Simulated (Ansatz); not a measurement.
# C₃H₉FMoO₄: a ladder of functionals and wavefunction methods

One table from this session's results is given with a row withheld; the runs are named, their logs left out.

Method: functionals in def2-TZVPP, the program's frozen cores in correlated methods; program: Ansatz 0.2.0, Gaussian basis.

The runs, in order: LDA (SPW92), PBE-D4, revPBE-D4, BLYP-D4, r2SCAN-D4, B97M-V, PBE0-D4, B3LYP-D4, r2SCANh-D4, r2SCAN0-D4, HSE06-D4, BHLYP-D4, CAM-B3LYP-D4, LC-ωPBE, ωB97X-V, ωB97M-V, B2PLYP, PBE-QIDH; CCSD(T)/def2-SVP; CCSD(T)/def2-TZVPP; MP2/def2-QZVPP; extrapolation to the limit; RPA on PBE.

## Structure used throughout

An earlier PBE0-D4 in a triple-zeta def2 set relaxation fixed the geometry. Mo takes the def2 core potential; no spin-orbit term is included.

SMILES `C[O][Mo](=[O])([F])([O]C)[O]C`, 18 atoms, charge 0, spin multiplicity 1.

Atoms are counted from 1 here; the program's logs count them from 0.

Bond lengths: C1–O2 1.393 Å, C1–H10 1.095 Å, C1–H11 1.097 Å, C1–H12 1.093 Å, O2–Mo3 1.851 Å, Mo3–O4 1.662 Å, Mo3–F5 1.900 Å, Mo3–O6 1.856 Å, Mo3–O8 1.879 Å, O6–C7 1.396 Å, C7–H13 1.094 Å, C7–H14 1.094 Å, C7–H15 1.095 Å, O8–C9 1.398 Å, C9–H16 1.094 Å, C9–H17 1.093 Å, C9–H18 1.094 Å. Angles: O2–C1–H10 110.7°, O2–C1–H11 109.1°, O2–C1–H12 109.2°, H10–C1–H11 109.2°, H10–C1–H12 109.1°, H11–C1–H12 109.5°, C1–O2–Mo3 136.6°, O2–Mo3–O4 105.2°, O2–Mo3–F5 151.4°, O2–Mo3–O6 93.9°, O2–Mo3–O8 86.4°, O4–Mo3–F5 103.1°, O4–Mo3–O6 105.5°, O4–Mo3–O8 106.7°, F5–Mo3–O6 82.5°, F5–Mo3–O8 81.6°, O6–Mo3–O8 146.5°, Mo3–O6–C7 138.5° and more.

The first run:

in.yaml reads:

```yaml
crystal:
  periodic: [false, false, false]
  atoms:
    - {symbol: C, position_ang: [1.647877, -2.054020, -0.578198]}
    - {symbol: O, position_ang: [0.637174, -1.283682, -1.149766]}
    - {symbol: Mo, position_ang: [-0.620281, -0.062451, -0.556537]}
    - {symbol: O, position_ang: [-2.022895, -0.460119, -1.355063]}
    - {symbol: F, position_ang: [-1.167484, 1.337137, 0.606460]}
    - {symbol: O, position_ang: [0.113553, 1.348392, -1.514133]}
    - {symbol: C, position_ang: [0.178875, 2.740519, -1.439707]}
    - {symbol: O, position_ang: [-0.624966, -1.028710, 1.054608]}
    - {symbol: C, position_ang: [-1.043315, -0.805979, 2.369542]}
    - {symbol: H, position_ang: [2.581755, -1.485613, -0.518662]}
    - {symbol: H, position_ang: [1.343624, -2.354318, 0.432252]}
    - {symbol: H, position_ang: [1.810249, -2.944116, -1.190683]}
    - {symbol: H, position_ang: [1.224798, 3.060341, -1.427177]}
    - {symbol: H, position_ang: [-0.318465, 3.173609, -2.312093]}
    - {symbol: H, position_ang: [-0.316906, 3.089542, -0.528264]}
    - {symbol: H, position_ang: [-0.228948, -1.048237, 3.058719]}
    - {symbol: H, position_ang: [-1.332567, 0.239143, 2.509596]}
    - {symbol: H, position_ang: [-1.899578, -1.450140, 2.590905]}
basis:
  gaussian: {orbitals: def2-TZVPP}
hamiltonian: {xc: lda}
output: {orbitals: {seedname: orbitals}}
```

Launch:

```console
ansatz run in.yaml --threads 4 --pin off --events-out ev --progress --plain --max-ram 46080MiB --backend cuda --devices 0, --max-vram 37GiB
```

Among the steps run: LDA; PBE-D4 (GGA); revPBE-D4 (GGA); BLYP-D4 (GGA); r2SCAN-D4 (meta-GGA); B97M-V (meta-GGA); B3LYP-D4 (hybrid); r2SCANh-D4 (hybrid); r2SCAN0-D4 (hybrid); HSE06-D4 (hybrid); BHLYP-D4 (hybrid); CAM-B3LYP-D4 (range-separated); LC-ωPBE (range-separated); ωB97X-V (range-separated); ωB97M-V (range-separated); B2PLYP (double hybrid); PBE-QIDH (double hybrid).

One of the session's tables, all rows but one given; the rest of the session is left out.

It belongs to the step «Frontier levels by functional». 

```
  functional  HOMO (eV)  LUMO (eV)  gap (eV)
 LDA (SPW92)      -7.00      -3.61      3.39
      PBE-D4      -6.83      -3.41      3.42
   revPBE-D4      -6.76      -3.33      3.44
     BLYP-D4      -6.74      -3.32      3.42
   r2SCAN-D4      -7.17      -3.45      3.72
      B97M-V      -7.30      -3.49      3.80
     PBE0-D4      -8.38      -2.82      5.55
    B3LYP-D4      -8.14      -3.03      5.11
  r2SCANh-D4          ?          ?         ?
  r2SCAN0-D4      -8.62      -2.84      5.78
    HSE06-D4      -7.97      -3.20      4.78
    BHLYP-D4      -9.88      -2.05      7.83
CAM-B3LYP-D4      -9.80      -1.80      8.01
     LC-ωPBE     -11.10      -0.66     10.45
     ωB97X-V     -10.79      -0.74     10.05
     ωB97M-V     -10.72      -0.77      9.95
```

Q: Estimate the row for r2SCANh-D4 from the others.

Worked estimate for «HOMO (eV)». Against the share of exact exchange, r2SCAN-D4 (0, -7.17), r2SCAN0-D4 (0.25, -8.62) give a slope of -5.80 per unit share; at 0.1 the line stands at -7.75.

The run gave: HOMO (eV): -7.75; LUMO (eV): -3.22; gap (eV): 4.53. In «HOMO (eV)» the line misses by 0.00.
